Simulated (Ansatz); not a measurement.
What does this script print? It uses Ansatz 0.2.0 through its Python package.

`bh5nsb_methods.py`
```python
import warnings

import ansatz

warnings.simplefilter("ignore", ansatz.DeckWarning)

molecule = (
    ansatz.Crystal.molecule()
    .atom("N", [-0.7171, 0.8891, -1.159])
    .atom("B", [0.1303, 0.4703, -0.0354])
    .atom("Sb", [0.9167, -1.6057, -0.0451])
    .atom("H", [-1.55, 0.3509, -1.1406])
    .atom("H", [-1.0608, 1.9046, -0.972])
    .atom("H", [0.4097, 1.2266, 0.8458])
    .atom("H", [2.1218, -1.2057, 1.2484])
    .atom("H", [-0.1584, -2.087, 1.2021])
)

calc = molecule.calculation().basis(gaussian="def2-SVP")

methods = ["mp2", "ccsd", "ccsd_t"]
batch = ansatz.Session.batch([calc.correlation(m).input() for m in methods])
reports = sorted(batch.plan().execute().molecular_reports, key=lambda each: each["member"])
print(f"Hartree-Fock reference {reports[0]['reference_energy_ev'] / 27.211386246:.6f} Ha")
best = reports[-1]["free_energy_ev"] - reports[-1]["reference_energy_ev"]
for method, each in zip(methods, reports):
    gained = each["free_energy_ev"] - each["reference_energy_ev"]
    print(f"{method:8s} total {each['free_energy_ev'] / 27.211386246:.6f} Ha  correlation {gained:9.4f} eV  ({100 * gained / best:.1f} % of the last)")
```

```console
$ python bh5nsb_methods.py
Hartree-Fock reference -321.219193 Ha
mp2      total -321.602932 Ha  correlation  -10.4421 eV  (87.1 % of the last)
ccsd     total -321.646563 Ha  correlation  -11.6293 eV  (97.0 % of the last)
ccsd_t   total -321.659699 Ha  correlation  -11.9868 eV  (100.0 % of the last)
```

Notes:
- Total energies depend on the basis set; only differences at equal settings carry meaning.
- The geometry is a force-field or estimated start, not a minimum of this method, and the basis set is short of its limit. A lower total doesn't mark the better method: functionals have no common bound, and MP2 and coupled cluster aren't variational.
- def2 sets replace the cores of elements past krypton by effective core potentials.
- Inner cores stay frozen; a filled d shell under the valence of the heavier atoms is correlated with it.
